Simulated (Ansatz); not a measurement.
# CH6BClSi2: up Jacob's ladder to CCSD(T)

Aim: compute CH6BClSi2 with functionals from several rungs and with coupled cluster. The yardstick is the atomisation energy at the CCSD(T) limit.

Computed with Ansatz 0.2.0, Gaussian basis. Level: functionals in def2-TZVPP, the program's frozen cores in correlated methods.

The runs, in order: PBE-D4, r2SCAN-D4, PBE0-D4, B3LYP-D4, ωB97X-V, ωB97M-V, B2PLYP; CCSD(T)/def2-TZVPP; MP2/def2-QZVPP; extrapolation to the limit.

**1. The relaxed structure**

All runs share one geometry, relaxed beforehand with PBE0-D4 in a triple-zeta def2 set.

11 atoms, charge 0, spin multiplicity 1.

Atoms are counted from 1 here; the program's logs count them from 0.

Bond lengths: Cl1–C2 1.776 Å, C2–Si3 1.944 Å, C2–Si5 1.865 Å, C2–H6 1.093 Å, Si3–B4 2.012 Å, Si3–H7 1.487 Å, Si3–H8 1.489 Å, B4–Si5 1.898 Å, B4–H9 1.187 Å, Si5–H10 1.494 Å, Si5–H11 1.685 Å. Angles: Cl1–C2–Si3 119.3°, Cl1–C2–Si5 119.0°, Cl1–C2–H6 108.2°, Si3–C2–Si5 87.7°, Si3–C2–H6 109.8°, Si5–C2–H6 111.7°, C2–Si3–B4 90.6°, C2–Si3–H7 109.4°, C2–Si3–H8 110.2°, B4–Si3–H7 118.8°, B4–Si3–H8 117.1°, H7–Si3–H8 108.9°, Si3–B4–Si5 84.8°, Si3–B4–H9 139.1°, Si5–B4–H9 135.8°, C2–Si5–B4 96.8°, C2–Si5–H10 121.2°, C2–Si5–H11 98.5° and more.

As a file:

```
Cl   -0.26312    2.47213   -1.02731
C     0.57294    0.97337   -0.57111
Si    0.33291    0.25921    1.22123
B    -0.41052   -1.45095    0.46445
Si   -0.06680   -0.65228   -1.22286
H     1.63806    1.10100   -0.77834
H    -0.57008    1.15439    1.99246
H     1.64475    0.17743    1.92104
H    -0.79161   -2.50916    0.84314
H    -0.61373   -0.76897   -2.60773
H    -1.40740   -0.81327   -0.21427
```

**2. PBE-D4 (GGA)**

in.yaml

```yaml
crystal:
  periodic: [false, false, false]
  atoms:
    - {symbol: Cl, position_ang: [-0.263121, 2.472134, -1.027310]}
    - {symbol: C, position_ang: [0.572943, 0.973366, -0.571111]}
    - {symbol: Si, position_ang: [0.332908, 0.259212, 1.221234]}
    - {symbol: B, position_ang: [-0.410522, -1.450953, 0.464450]}
    - {symbol: Si, position_ang: [-0.066796, -0.652283, -1.222858]}
    - {symbol: H, position_ang: [1.638057, 1.101002, -0.778342]}
    - {symbol: H, position_ang: [-0.570082, 1.154391, 1.992462]}
    - {symbol: H, position_ang: [1.644753, 0.177430, 1.921038]}
    - {symbol: H, position_ang: [-0.791610, -2.509164, 0.843137]}
    - {symbol: H, position_ang: [-0.613730, -0.768968, -2.607729]}
    - {symbol: H, position_ang: [-1.407398, -0.813265, -0.214271]}
basis:
  gaussian: {orbitals: def2-TZVPP}
hamiltonian: {xc: pbe, dispersion: d4}
output: {forces: true, orbitals: {seedname: orbitals}}
```

On the command line:

```
$ ansatz run in.yaml --threads 4 --pin off --events-out ev --progress --plain --max-ram 10444MiB
```

After this run come: r2SCAN-D4 (meta-GGA); PBE0-D4 (hybrid); B3LYP-D4 (hybrid); ωB97X-V (range-separated); ωB97M-V (range-separated); B2PLYP (double hybrid); CCSD(T) in def2-TZVPP; MP2 in def2-QZVPP.

Before running them: what should the planned runs give, taken together? Wanted: atomisation energy, CCSD(T)/CBS; farthest; mean size of error, hybrid; mean size of error, range-separated; gap, smallest and largest; T1 diagnostic; triples share of the correlation energy.

**Answer**, as computed:

| quantity | value |
| --- | --- |
| atomisation energy, CCSD(T)/CBS | 36.482 eV |
| functionals within 0.182 eV (0.5 %) | B3LYP-D4 |
| farthest | PBE-D4 (+0.684 eV) |
| mean size of error, hybrid | 0.203 eV |
| mean size of error, range-separated | 0.293 eV |
| gap, smallest and largest | 3.49 eV (PBE-D4), 9.68 eV (ωB97X-V) |
| T1 diagnostic | 0.0128 |
| triples share of the correlation energy | 4.5 % |

In words: PBE-D4 is off by +0.684 eV. Double hybrids carry the basis error of their MP2 part in triple zeta, and no dispersion term here, so their miss is partly the set-up's. The reference freezes the cores and leaves out relativity and excitations past (T), so misses under about 0.182 eV can't be ranked. Hartree-Fock recovers 73 % of the binding; the rest is correlation. The gap grows from 3.5 to 9.7 eV across the functionals, mostly with the share of exact exchange.
